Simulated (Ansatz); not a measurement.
**GaNH3 (quartet): from Hartree-Fock to the top rungs, cc-pVTZ**

An exercise on one series of results from a longer session: the logs are not shown, and one member is left open.

Program: Ansatz 0.2.0, Gaussian basis. Level of theory: cc-pVTZ, core rule «outside noble gas», up to 15 orbitals frozen. These are calculated values, not measurements.

The runs, in order: UHF; CCSD(T) on ROHF; CCSD(T) on UHF; BCCD(T) on ROHF; CCSDT(Q) on ROHF; CCSDT(Q) on UHF; CASSCF and NEVPT2, 11 electrons in 11 orbitals.

8 further runs of the same task are left out: 3 for a known fault of the program, 5 set aside as unsound or not needed.

## The system

The geometry is a PBE0/def2-TZVP stationary point (not a proven minimum) of the parent state, kept for this charge and spin. No spin-orbit coupling is included. The filled d shell of Ga may be among the frozen orbitals whatever the setting's name suggests; the logs give the count.

5 atoms, charge 0, spin multiplicity 4.

Atoms are counted from 1 here; the program's logs count them from 0.

Bond lengths: N1–Ga2 1.790 Å, N1–H3 1.006 Å, Ga2–H4 1.556 Å, Ga2–H5 1.556 Å. Angles: Ga2–N1–H3 180.0°, N1–Ga2–H4 115.6°, N1–Ga2–H5 115.6°, H4–Ga2–H5 128.7°.

The first run:

Input file in.yaml:

```yaml
crystal:
  periodic: [false, false, false]
  atoms:
    - {symbol: N, position_ang: [0.000000, 0.000000, 1.484201]}
    - {symbol: Ga, position_ang: [0.000000, 0.000000, -0.305855]}
    - {symbol: H, position_ang: [0.000000, 0.000000, 2.490372]}
    - {symbol: H, position_ang: [0.000000, 1.403312, -0.979106]}
    - {symbol: H, position_ang: [0.000000, -1.403312, -0.979106]}
basis:
  gaussian: {orbitals: cc-pVTZ}
magnetization: {spin_polarized: true, initial_magnetization: 3}
hamiltonian: {xc: hf}
output: {orbitals: {seedname: orbitals}}
```

The run is started by

```sh
$ ansatz run in.yaml --threads 1 --pin off --events-out ev --progress --plain --max-ram 4096MiB --backend cpu
```

Steps of the session up to this table: UHF; CCSD(T) on ROHF; CCSD(T) on UHF; BCCD(T) on ROHF; CCSDT(Q) on ROHF; CCSDT(Q) on UHF; CASSCF and NEVPT2, 11 electrons in 11 orbitals.

One of the session's tables, all rows but one given; the rest of the session is left out.

| method | from UCCSDT(Q) (meV) |
| --- | --- |
| ROHF | +7461.1 |
| UHF | +7125.6 |
| RMP2 | ? |
| UMP2 | +1313.4 |
| RCCSD | +270.5 |
| UCCSD | +262.2 |
| RCCSD(T) | +57.1 |
| UCCSD(T) | +55.2 |
| BCCD(T) | +55.0 |
| RCCSDT | +14.9 |
| UCCSDT | +9.0 |
| RCCSDT(Q) | +7.6 |
| UCCSDT(Q) | 0 |
| CASSCF valence | +5311.9 |
| NEVPT2 valence | +1164.3 |

Q: Estimate the row for RMP2 from the others.

As computed: from UCCSDT(Q) (meV): +1288.0. In the column «from UCCSDT(Q) (meV)» it lies between NEVPT2 valence (+1164.3) and UMP2 (+1313.4).

To keep in mind: Restricted and unrestricted rows rest on different reference determinants; where their highest levels disagree by more than a few hundredths of an eV, they describe different states and don't form one ladder.
